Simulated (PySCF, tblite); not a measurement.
# C₃H₁₁OPSi: geometry, infrared bands and NMR shifts

Aim: predict the infrared bands and NMR shifts of C₃H₁₁OPSi (`CC[P@@H](=O)C[SiH3]`).

The runs use tblite 0.8.0 and PySCF 2.14.0, with density-fitted response routines of our own; the level of theory stands in each step. All values are computed, except where a source is named. Atoms count from 0, in the outputs and in this text.

**1. The starting structure**

17 atoms, charge 0, multiplicity 1; geometry from: force field or distance geometry start.

Bonds of the start (Å): C0–C1 1.53, C1–P2 1.83, P2–O3 1.54, P2–C4 1.81, C4–Si5 1.87, C0–H6 1.12, C0–H7 1.11, C0–H8 1.10, C1–H9 1.10, C1–H10 1.10, P2–H11 1.42, C4–H12 1.10, C4–H13 1.09, Si5–H14 1.47, Si5–H15 1.47, Si5–H16 1.47.

**2. Optimising the geometry with GFN2-xTB**

Job settings and geometry (Å):

```
{"job": {"kind": "relax", "xc": "GFN2-xTB", "basis": "xTB"}, "charge": 0, "multiplicity": 1}
C     -2.018500    -0.654200     0.615400
C     -1.694300     0.661700    -0.085700
P     -0.067900     0.562900    -0.913200
O      0.022300     1.591100    -2.051400
C      1.270800     0.800100     0.287600
Si     2.323100    -0.745500     0.171000
H     -3.021300    -1.018500     0.285500
H     -1.981100    -0.486800     1.712000
H     -1.234300    -1.373500     0.324200
H     -2.497600     0.857200    -0.804400
H     -1.611400     1.415500     0.711100
H      0.083800    -0.696500    -1.544100
H      1.901400     1.645900    -0.038300
H      0.873100     0.930200     1.298300
H      3.716700    -0.462600     0.527500
H      2.202000    -1.212100    -1.212900
H      1.726200    -1.802800     1.006400
```

Started as:

```sh
> OMP_NUM_THREADS=1 python probes_run.py task.json out
```

This one command runs all jobs of the session in turn.

**Question.** This job is followed by: GFN2-xTB harmonic vibrations, gas phase; GIAO PBE0/pcSseg-1 NMR shielding, non-relativistic, gas phase. Predict these results of the whole session: strongest single infrared mode (GFN2-xTB); zero-point energy (GFN2-xTB); 13C shifts against TMS (PBE0/pcSseg-1); 1H shifts against TMS (PBE0/pcSseg-1, means over atoms taken as alike); 31P shifts against H3PO4 (PBE0/pcSseg-1); 17O shifts against H2O (PBE0/pcSseg-1); 29Si shifts against TMS (PBE0/pcSseg-1).

As calculated:

```
                                                              quantity                                         value
                             strongest single infrared mode (GFN2-xTB)                          784 cm⁻¹, 526 km/mol
                                          zero-point energy (GFN2-xTB)                                 81.0 kcal/mol
                                13C shifts against TMS (PBE0/pcSseg-1)                            30.6, 9.6, 7.5 ppm
1H shifts against TMS (PBE0/pcSseg-1, means over atoms taken as alike)  7.02, 4.14, 2.04, 1.70, 0.90, 0.85, 0.60 ppm
                              31P shifts against H3PO4 (PBE0/pcSseg-1)                                       8.3 ppm
                                17O shifts against H2O (PBE0/pcSseg-1)                                     106.1 ppm
                               29Si shifts against TMS (PBE0/pcSseg-1)                                     -73.8 ppm
```

The optimisation took 206 steps and gained 0.706 eV; among the close pairs (by a distance rule), P2–O3 changed most, from 1.536 to 1.465 Å. All 45 modes are real, so the xTB geometry is a minimum. The strongest single mode, at 784 cm⁻¹, is carried by H14, H16, Si5, C4. GFN2-xTB is a fitted tight-binding method: band positions and strengths are rough. Its intensities can rank the bands wrongly. At PBE0/pcSseg-1: The largest span, 255 ppm, is at P2, where the paramagnetic term is -657 ppm.
